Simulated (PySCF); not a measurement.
# CH6ClNOSi (SMILES CO[SiH](N)Cl): levels of theory compared

Wanted: a comparison of 6 runs (HF/STO-3G, B3LYP/6-31G*, B3LYP/def2-SVP, BLYP/def2-SVP, B2PLYP/6-311+G**) of CH6ClNOSi. The job is set up through a Python script.

The calculation is run with PySCF 2.14.0.

## 1. The system as given

The species is CH6ClNOSi (11 atoms), meant as a singlet with charge 0. As SMILES, `CO[SiH](N)Cl`. The shape is that of a PBE0-D4/def2-TZVP optimisation. This is one conformer, not always the lowest.

Bond lengths: C1–O2 1.411 Å, O2–Si3 1.631 Å, Si3–N4 1.690 Å, Si3–Cl5 2.059 Å, C1–H6 1.094 Å, C1–H7 1.096 Å, C1–H8 1.091 Å, Si3–H9 1.479 Å, N4–H10 1.007 Å, N4–H11 1.007 Å. Some angles: C1–O2–Si3 124.2°, O2–Si3–N4 112.8°, O2–Si3–Cl5 107.7°, N4–Si3–Cl5 107.9°, O2–C1–H6 111.0°, O2–C1–H7 111.5°, O2–C1–H8 108.1°, O2–Si3–H9 109.7°, N4–Si3–H9 110.0°, Cl5–Si3–H9 108.5°.

## 2. Energy and gradient at HF/STO-3G (run 1)

Input file run.py:

```python
import pyscf.grad
from pyscf import gto, scf

molecule = gto.M(
    atom=[
    ('C', (-1.201400, 1.472200, -0.166400)),
    ('O', (-0.495700, 0.323200, -0.581200)),
    ('Si', (0.460700, -0.566600, 0.395800)),
    ('N', (1.212000, -1.847000, -0.411200)),
    ('Cl', (1.933600, 0.671600, 1.129700)),
    ('H', (-0.513800, 2.282800, 0.093600)),
    ('H', (-1.839300, 1.261900, 0.699700)),
    ('H', (-1.834500, 1.797900, -0.992800)),
    ('H', (-0.330900, -1.080400, 1.534600)),
    ('H', (0.700000, -2.685100, -0.632500)),
    ('H', (1.974600, -1.687600, -1.048700)),
],
    max_memory=1860,
    charge=0,
    basis='sto-3g',
    verbose=4,
)

mf = scf.RHF(molecule)
mf.conv_tol = 1e-10
mf.kernel()
if not mf.converged:
    mf = mf.newton().run(mf.mo_coeff, mf.mo_occ)

energy = mf.e_tot
print(f'total energy: {energy:.8f} hartree')
grad = mf.Gradients().kernel()
mf.analyze()
```

The run is started by

```bash
$ OMP_NUM_THREADS=1 python run.py
```

The log of the run:

```text
PySCF version 2.14.0

[... 81 lines left out ...]
One-electron Energy =                -1873.184305271979611
[... 7 lines left out ...]
MO #3   energy= -20.2083765112768  occ= 2
[... 5 lines left out ...]
MO #9   energy= -7.75153297540279  occ= 2
[... 5 lines left out ...]
MO #15  energy= -1.08757419893058  occ= 2
[... 5 lines left out ...]
MO #21  energy= -0.58729395424878  occ= 2
[... 5 lines left out ...]
MO #27  energy= -0.362770196168    occ= 2
[... 5 lines left out ...]
MO #33  energy= 0.532647003939658  occ= 0
[... 5 lines left out ...]
MO #39  energy= 0.768224669675054  occ= 0
[... 53 lines left out ...]
Dipole moment(X, Y, Z, Debye): -2.23324, -1.51573, -1.02017
```

Run time: 3.6 s. Hardware: 1 thread of Intel Xeon at 2.70GHz, shared host; peak memory 0.12 GiB.

## 3. Energy and gradient at B3LYP/6-31G(d) (spherical functions) (run 2)

Input file input.py:

```python
import pyscf.grad
from pyscf import gto, dft

system = gto.M(
    atom='''
C     -2.270317     2.782055    -0.314450
O     -0.936737     0.610759    -1.098309
Si     0.870597    -1.070719     0.747954
N      2.290348    -3.490324    -0.777055
Cl     3.653974     1.269140     2.134824
H     -0.970941     4.313867     0.176878
H     -3.475773     2.384645     1.322241
H     -3.466703     3.397539    -1.876120
H     -0.625310    -2.041660     2.899974
H      1.322808    -5.074104    -1.195252
H      3.731453    -3.189102    -1.981756
''',
    basis='6-31g*',
    verbose=4,
    max_memory=1860,
    unit='bohr',
)

ks = dft.RKS(system, xc='b3lyp')
ks.conv_tol = 1e-10
ks.grids.level = 5
ks.kernel()
if not ks.converged:
    ks = ks.newton().run(ks.mo_coeff, ks.mo_occ)

e_final = ks.e_tot
print(f'total energy: {e_final:.8f} hartree')
grad = ks.Gradients().kernel()
dip = ks.dip_moment()
pop, q = ks.mulliken_pop()
```

The run is started by

```bash
$ OMP_NUM_THREADS=1 python input.py
```

The log of the run:

```text
PySCF version 2.14.0

[... 81 lines left out ...]
converged SCF energy = -921.48444342731
total energy: -921.48444343 hartree
[... 12 lines left out ...]
Dipole moment(X, Y, Z, Debye): -1.40502, -0.95983, -1.16159
[... 102 lines left out ...]
charge of   10H =      0.34422
```

Run time: 58 s. Hardware: 1 thread of Intel Xeon at 2.70GHz, shared host; peak memory 0.89 GiB.

Runs 3 to 5 aren't shown in full; the table further down has their settings and results.

## 4. The energy at B2PLYP/6-311+G(d,p) (run 6)

Input file job.py:

```python
from pyscf import gto, dft, mp

mol = gto.M(
    atom='''
C       -1.201400       1.472200      -0.166400
O       -0.495700       0.323200      -0.581200
Si       0.460700      -0.566600       0.395800
N        1.212000      -1.847000      -0.411200
Cl       1.933600       0.671600       1.129700
H       -0.513800       2.282800       0.093600
H       -1.839300       1.261900       0.699700
H       -1.834500       1.797900      -0.992800
H       -0.330900      -1.080400       1.534600
H        0.700000      -2.685100      -0.632500
H        1.974600      -1.687600      -1.048700
''',
    verbose=4,
    basis='6-311+g**',
    max_memory=1860,
    charge=0,
)

mf = dft.RKS(mol)
mf.xc = '0.53*HF + 0.47*B88, 0.73*LYP'
mf.grids.level = 5
mf.conv_tol = 1e-10
mf.kernel()
if not mf.converged:
    mf = mf.newton().run(mf.mo_coeff, mf.mo_occ)

pt = mp.MP2(mf, frozen=13).run()
energy = mf.e_tot + 0.27 * pt.e_corr
print('PT2 part  %.8f' % (0.27 * pt.e_corr))
print('E(%s) = %.9f' % ('B2PLYP', energy))
dip = mf.dip_moment()
pop, q = mf.mulliken_pop()
```

The run is started by

```bash
$ OMP_NUM_THREADS=1 python job.py
```

The log of the run:

```text
PySCF version 2.14.0

[... 81 lines left out ...]
converged SCF energy = -920.887423909826
[... 10 lines left out ...]
Dipole moment(X, Y, Z, Debye): -1.45142, -0.75683, -0.83890
[... 174 lines left out ...]
charge of   10H =      0.27280
```

It took 61 s on 1 thread of Intel Xeon at 2.70GHz, shared host; peak memory 1.2 GiB.

## 5. The series

```tsv
run	level	integration grid	Cartesian functions	energy (Eh)	dipole moment (D)	HOMO energy (eV)	LUMO energy (eV)	wall time
1	HF/STO-3G	–	no	-908.760719	2.89	-9.23	9.96	3.6 s
2	B3LYP/6-31G* (spherical functions)	5	no	-921.484443	2.06	-7.46	1.32	58 s
3	B3LYP/6-31G* (Cartesian functions)	5	yes	-921.492422	2.05	-7.47	1.29	58 s
4	B3LYP/def2-SVP	5	no	-921.164238	1.66	-7.43	1.27	51 s
5	BLYP/def2-SVP	5	no	-921.050614	1.63	-6.00	0.70	54 s
6	B2PLYP/6-311+G**	5	no	-921.140290	1.84	-9.40	0.69	61 s
```

## 6. What came out

```
                                  quantity          value
                       run 6: total energy  -921.14029 Eh
           run 6: dipole moment (SCF part)         1.84 D
  run 6: HOMO energy (SCF part's orbitals)       -9.40 eV
  run 6: LUMO energy (SCF part's orbitals)        0.69 eV
run 6: HOMO–LUMO gap (SCF part's orbitals)       10.08 eV
```

What this shows: The dipole moment (its size) runs from 1.63 D (BLYP/def2-SVP) to 2.89 D (HF/STO-3G). The two ends differ in method and basis. The HOMO–LUMO gap runs from 6.70 eV (BLYP/def2-SVP) to 19.20 eV (HF/STO-3G). Totals of different functionals can't be ranked against each other. In run 1 the basis is minimal, so the values are rough. All runs together took 4.8 min, the longest 61 s.
